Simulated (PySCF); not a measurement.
# A diatomic session: KB+

What are the lowest state that PBE0 finds, the bond length, vibrational wavenumber and bond energy of KB+, and how much do these hang on the method?

Program: PySCF 2.14.0. Level of theory: K def2-SVPD, B def2-SVPD, no relativity. These are calculated values, not measurements.

## 1. Input

Settings of the job:

| Quantity | Value |
| --- | --- |
| atoms | K, B |
| charge | 1 |
| basis | K def2-SVPD, B def2-SVPD |
| Hamiltonian | no relativity |
| basis functions | 47 |
| electrons treated | 23 |
| masses in u | 38.9637, 11.0093 |
| levels | PBE0, PBE, r²SCAN, revPBE, B3LYP, M06, HF, MP2, SCS-MP2, CCSD, CCSD(T) |
| grid | 80 radial by 434 angular points |
| occupations | held fixed by the projection of orbital angular momentum |
| dissociation limit | K+ + B, each in its ground configuration |
| starting distance in angstrom | 2.860 |
| values of 2S to try | 1, 3 |

Run with:

```console
> OMP_NUM_THREADS=1 python dia.py task.json out
```

Further steps of the session: The PBE0 curve of the state that the search chose; Other states along the same grid; PBE (GGA); r²SCAN (meta-GGA); revPBE (GGA); B3LYP; M06 (hybrid meta-GGA); UHF (mean field); Adding correlation.

What does the calculation give? Wanted: for each run, Re; ωe; De; μ.

The runs gave:

Lowest PBE0 solution found, without spin–orbit coupling: ²Σ⁺ (doublet), unpaired electrons σ ↑. State 2 has its PBE0 minimum 0.32 eV higher. State 3 has its PBE0 minimum 3.22 eV higher. The other levels ran on the lowest alone.

| level | Re (Å) | ωe (cm⁻¹) | De (eV) | μ (D) |
| --- | --- | --- | --- | --- |
| UHF | 3.469 | 134.8 | 0.301 | -2.26 |
| UHF-MP2 | 3.429 | 137.7 | 0.328 | n/a |
| UHF-SCS-MP2 | 3.443 | 135.5 | 0.320 | n/a |
| UHF-CCSD | 3.455 | 132.6 | 0.314 | n/a |
| UHF-CCSD(T) | 3.454 | 132.6 | 0.316 | n/a |
| PBE | 3.380 | 137.0 | 0.374 | -1.91 |
| revPBE | 3.462 | 126.1 | 0.341 | -2.01 |
| r²SCAN | 3.396 | 136.6 | 0.332 | -2.08 |
| B3LYP | 3.377 | 138.8 | 0.347 | -2.03 |
| PBE0 | 3.362 | 142.0 | 0.357 | -2.00 |
| M06 | 3.343 | 142.2 | 0.353 | -1.96 |

De is counted to K+ + B in their ground configurations. A positive dipole points from K to B; in an ion it is taken about the centre of mass and does not tell which atom is negative.

In words: The methods spread over 0.126 Å in bond length, from M06 to UHF. CCSD(T) can't serve as the judge here: for a weak bond in this basis it is far from its limit. Of the levels with a De here, UHF gives the least (0.301 eV) and PBE the most (0.374 eV).

Correlated steps freeze 6 core orbitals.
